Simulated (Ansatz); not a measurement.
# Hf (hcp type): the cost of one run

Program: Ansatz 0.2.0. Level of theory: DFT, PBEsol, PAW with Ansatz's default frozen-core files, scalar-relativistic. These are calculated values, not measurements.

**1. Starting point**

It takes space group P6_3/mmc (No. 194, hexagonal). The conventional cell has a = 3.159 Å, b = 3.159 Å, c = 4.999 Å, α = 90.00°, β = 90.00°, γ = 120.00°. Hf (site symmetry -6m2) is surrounded by 12 Hf at 3.09 to 3.16 Å.

As a file:

```cif
data_structure
_symmetry_space_group_name_H-M 'P 1'
_symmetry_Int_Tables_number 1
_cell_length_a 3.1589
_cell_length_b 4.9987
_cell_length_c 5.4713
_cell_angle_alpha 90.000
_cell_angle_beta 90.000
_cell_angle_gamma 90.000
_cell_volume 86.39
loop_
_atom_site_label
_atom_site_type_symbol
_atom_site_fract_x
_atom_site_fract_y
_atom_site_fract_z
_atom_site_occupancy
Hf1 Hf 0.50000 0.25000 0.16667 1
Hf2 Hf 0.00000 0.25000 0.66667 1
Hf3 Hf 0.00000 0.75000 0.33333 1
Hf4 Hf 0.50000 0.75000 0.83333 1
```

Atoms are numbered in the order of the input: Hf1, Hf2, Hf3, Hf4.

**2. Bulk in the slab's orientation, PAW**

Contents of input.yaml:

```yaml
crystal:
  lattice:
    - [-1.5794328365, 2.7356579199, 0.0]
    - [0.0, 0.0, 4.9986711318]
    - [4.7382985093, 2.7356579199, 0.0]
  atoms:
    - { symbol: Hf, position: [0.5, 0.25, 0.166666667] }
    - { symbol: Hf, position: [0.0, 0.25, 0.666666667] }
    - { symbol: Hf, position: [0.0, 0.75, 0.333333333] }
    - { symbol: Hf, position: [0.5, 0.75, 0.833333333] }
kpoints:
  mp_grid: { grid: [10, 7, 6] }
scf:
  occupations: { method: fermi_dirac, width: 0.05 }
hamiltonian:
  xc: pbesol
  pseudopotentials: { kind: paw }
output:
  forces: true
  stress: true
  eigenvalues: true
```

Run with:

```
> ansatz run input.yaml --threads 2 --pin off --max-ram 4096MiB --backend cpu --events-out ev --progress --plain --runs-dir out
```

Q: Estimate wall time and peak memory on 2 threads of Arm Neoverse V2, shared host.

About 10 s, with a peak of 0.62 GiB.
